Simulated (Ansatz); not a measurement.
# HfSn3O8: the cell at several levels of theory

Cell and atoms of HfSn3O8, rutile host are relaxed in turn with PBE, r2SCAN and PBEsol. This is a trial cell built on a prototype, not taken from a measured structure, and it needn't be the compound's ground state.

Program: Ansatz 0.2.0. PAW datasets, plane waves, zero pressure. No spin polarisation. The prototype was imposed, so other structures may be more stable.

### Step 1. The structure to begin with

The symmetry is Cmmm (No. 65, orthorhombic); conventional cell a = 6.904 Å, b = 6.904 Å, c = 6.572 Å, 13.05 Å³ an atom. Near Sn stand 6 O at 2.11–2.12 Å; near Hf stand 6 O at 2.11–2.12 Å; near O stand 2 Sn at 2.11–2.12 Å and 1 Hf at 2.12 Å; near O stand 1 Hf at 2.11 Å and 2 Sn at 2.12 Å.

As a file:

```cif
data_structure
_symmetry_space_group_name_H-M 'P 1'
_symmetry_Int_Tables_number 1
_cell_length_a 4.8818
_cell_length_b 4.8818
_cell_length_c 6.5725
_cell_angle_alpha 90.000
_cell_angle_beta 90.000
_cell_angle_gamma 90.000
_cell_volume 156.63
loop_
_atom_site_label
_atom_site_type_symbol
_atom_site_fract_x
_atom_site_fract_y
_atom_site_fract_z
_atom_site_occupancy
Sn1 Sn 0.50000 0.50000 0.25000 1
Hf1 Hf 0.00000 0.00000 0.00000 1
O1 O 0.19403 0.19403 0.25000 1
O2 O 0.80597 0.80597 0.25000 1
O3 O 0.69403 0.30597 0.00000 1
O4 O 0.30597 0.69403 0.00000 1
Sn2 Sn 0.50000 0.50000 0.75000 1
Sn3 Sn 0.00000 0.00000 0.50000 1
O5 O 0.19403 0.19403 0.75000 1
O6 O 0.80597 0.80597 0.75000 1
O7 O 0.69403 0.30597 0.50000 1
O8 O 0.30597 0.69403 0.50000 1
```

### Step 2. Relaxing with PBE

Input file input.yaml:

```yaml
crystal:
  lattice:
    - [3.45193456, -3.45193456, 0.0]
    - [3.45193456, 3.45193456, 0.0]
    - [0.0, 0.0, 6.57245862]
  atoms:
    - { symbol: Sn, position: [0.5, 0.5, 0.25] }
    - { symbol: Hf, position: [0.0, 0.0, 0.0] }
    - { symbol: O, position: [0.1940277, 0.1940277, 0.25] }
    - { symbol: O, position: [0.8059723, 0.8059723, 0.25] }
    - { symbol: O, position: [0.6940277, 0.3059723, 0.0] }
    - { symbol: O, position: [0.3059723, 0.6940277, 0.0] }
    - { symbol: Sn, position: [0.5, 0.5, 0.75] }
    - { symbol: Sn, position: [0.0, 0.0, 0.5] }
    - { symbol: O, position: [0.1940277, 0.1940277, 0.75] }
    - { symbol: O, position: [0.8059723, 0.8059723, 0.75] }
    - { symbol: O, position: [0.6940277, 0.3059723, 0.5] }
    - { symbol: O, position: [0.3059723, 0.6940277, 0.5] }
kpoints:
  mp_grid: { grid: [6, 6, 4] }
hamiltonian:
  xc: pbe
scf:
  occupations: { method: fermi_dirac, width: 0.02 }
relax:
  f_tol: 0.005
  cell: {}
```

Further steps of the session: Relaxing with r2SCAN; Relaxing with PBEsol.

What does the calculation give? Wanted: for each run, a; b; c; volume; space group; SCF geometries.

The runs gave:

| level | a (Å) | b (Å) | c (Å) | volume (Å³/atom) | space group | SCF geometries |
| --- | --- | --- | --- | --- | --- | --- |
| PBE | 6.837 | 6.860 | 6.484 | 12.673 | Cmmm | 8 |
| r2SCAN | 6.752 | 6.775 | 6.416 | 12.230 | Cmmm | 6 |
| PBEsol | 6.760 | 6.783 | 6.429 | 12.282 | Cmmm | 8 |

**Reading.** The first relaxation changed the volume by -2.9 % from the start. r2SCAN gives the smallest cell and PBE the largest; they differ by 3.6 % in volume, a mean of 1.2 % in length.
